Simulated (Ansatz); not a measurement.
This script makes a comparison of magnetic orders of Gd₃In, space group Pm-3m with the Python package of Ansatz (0.2.0).

`orders_gd3in.py`
```python
import logging
import sys

import ansatz
import numpy as np

logging.basicConfig(stream=sys.stdout, format="%(levelname)s:%(name)s:%(message)s")
log = logging.getLogger("run")
log.setLevel(logging.INFO)


def count_gap(report):
    # lowest empty less highest filled band, counting bands; zero where they overlap
    return max(report.get("gap_by_band_count_ev") or 0.0, 0.0)

CELL = [
    (9.780367, 0.0, 0.0),
    (0.0, 4.890184, 0.0),
    (0.0, 0.0, 4.890184),
]
ATOMS = [
    ("Gd", (0.25, 0.0, 0.5)),
    ("Gd", (0.0, 0.5, 0.5)),
    ("Gd", (0.25, 0.5, 0.0)),
    ("In", (0.0, 0.0, 0.0)),
    ("Gd", (0.75, 0.0, 0.5)),
    ("Gd", (0.5, 0.5, 0.5)),
    ("Gd", (0.75, 0.5, 0.0)),
    ("In", (0.5, 0.0, 0.0)),
]


def with_moments(moments):
    crystal = ansatz.Crystal(lattice=ansatz.Lattice.of(CELL))
    for (symbol, position), moment in zip(ATOMS, moments):
        crystal = crystal.atom(symbol, position, moment=moment or None)
    return crystal

orders = {
    "FM": [7, 7, 7, 0, 7, 7, 7, 0],
    "AFM": [7, 7, 7, 0, -7, -7, -7, 0],
    "AFM-alternating": [7, -7, 7, 0, -7, 7, -7, 0],
    "ferri": [7, 7, 7, 0, 7, 7, -7, 0],
}

rows = []
for label, moments in orders.items():
    job = (
        with_moments(moments).calculation()
        .functional("r2scan", dispersion="d3bjatm")
        .basis(24 * ansatz.Ha, xc_grid=2)
        .kpoints(3, 6, 6, shift=0.5)
        .occupations(ansatz.OccupationsMethod.METHFESSEL_PAXTON, width=0.01)
        .eigensolver("auto", mixed_precision=False)
        .spin("collinear")
        .band_table()
    )
    summary = job.run().report
    rows.append((label, summary["free_energy_ev"], summary["magnetization_mub"], summary["absolute_magnetization_mub"], max(abs(m) for m in summary["site_moments_mub"]), count_gap(summary)))
    print(label, "site moments:", [round(m, 2) for m in summary["site_moments_mub"]])

plain = with_moments([0] * len(ATOMS)).calculation()
plain = plain.functional("r2scan", dispersion="d3bjatm")
plain = plain.basis(24 * ansatz.Ha, xc_grid=2)
plain = plain.kpoints(3, 6, 6, shift=0.5)
plain = plain.occupations(ansatz.OccupationsMethod.METHFESSEL_PAXTON, width=0.01).eigensolver("auto", mixed_precision=False)
plain = plain.band_table()
summary = plain.run().report
rows.append(("NM", summary["free_energy_ev"], 0.0, 0.0, 0.0, count_gap(summary)))

lowest = min(row[1] for row in rows)
rows = [(row[0], 1000 * (row[1] - lowest) / 6, *row[2:]) for row in sorted(rows, key=lambda row: row[1])]
for row in rows:
    print("; ".join(f"{name} = {round(v, 4) if isinstance(v, float) else v}" for name, v in zip(["order", "meV/magnetic atom", "net muB", "absolute muB", "largest site muB", "gap by band count eV"], row)))
print("lowest of these starts:", rows[0][0])
```

Which magnetic state ends lowest, and by how much?

In order of energy: ferromagnetic (+0.0 meV an atom, largest site moment 7.55 μB), antiferro- or ferrimagnetic (+31.8 meV an atom, largest site moment 7.64 μB), antiferro- or ferrimagnetic (+34.9 meV an atom, largest site moment 7.56 μB), antiferro- or ferrimagnetic (+34.9 meV an atom, largest site moment 7.56 μB) and non-magnetic (+6476.5 meV an atom, largest site moment 0.00 μB). These are the states reached from the starts typed.

The run itself:

```console
$ python orders_gd3in.py
FM site moments: [7.55, 7.55, 7.55, -0.21, 7.55, 7.55, 7.55, -0.21]
AFM site moments: [7.48, 7.56, 7.48, -0.07, -7.48, -7.56, -7.48, 0.07]
AFM-alternating site moments: [7.48, -7.56, 7.48, 0.07, -7.48, 7.56, -7.48, -0.07]
ferri site moments: [7.57, 7.53, 7.64, -0.15, 7.5, 7.53, -7.07, -0.15]
order = FM; meV/magnetic atom = 0.0; net muB = 46.5926; absolute muB = 47.664; largest site muB = 7.5461; gap by band count eV = 0.0
order = ferri; meV/magnetic atom = 42.3626; net muB = 31.8485; absolute muB = 46.9332; largest site muB = 7.6445; gap by band count eV = 0.0
order = AFM-alternating; meV/magnetic atom = 46.5225; net muB = 0.0; absolute muB = 47.0956; largest site muB = 7.5632; gap by band count eV = 0.0
order = AFM; meV/magnetic atom = 46.5225; net muB = 0.0; absolute muB = 47.0956; largest site muB = 7.5632; gap by band count eV = 0.0
order = NM; meV/magnetic atom = 8635.359; net muB = 0.0; absolute muB = 0.0; largest site muB = 0.0; gap by band count eV = 0.0
lowest of these starts: FM
```

Reading the output:
- These settings explore the input space; cutoff and mesh may be short of convergence.
- Open f shells: without a Hubbard U, without spin-orbit coupling; the state reached hangs on the start and needn't be the lowest.
- Dispersion corrections can be off by several per cent in the lattices of metals, and by several GPa in the pressure at a fixed cell.
- The mesh is modest for a metal, so energies can be off by several to tens of meV an atom and pressures by half a GPa or more; differences at equal mesh fare better.
- A gap by band count of zero or less means overlapping bands, a metal.
- r2SCAN tends to overestimate the moments of itinerant magnets.
- This cell is a computed structure, which may not be the phase found in nature.
- Levels are Kohn-Sham eigenvalues on this mesh, without spin-orbit coupling.
- Each row is the state reached from that start at the given structure, not necessarily the lowest of its order; other orders weren't tried.
- Run time: 22 min on 1 thread of Arm Neoverse V2, on a shared host, peak memory 1.8 GiB.
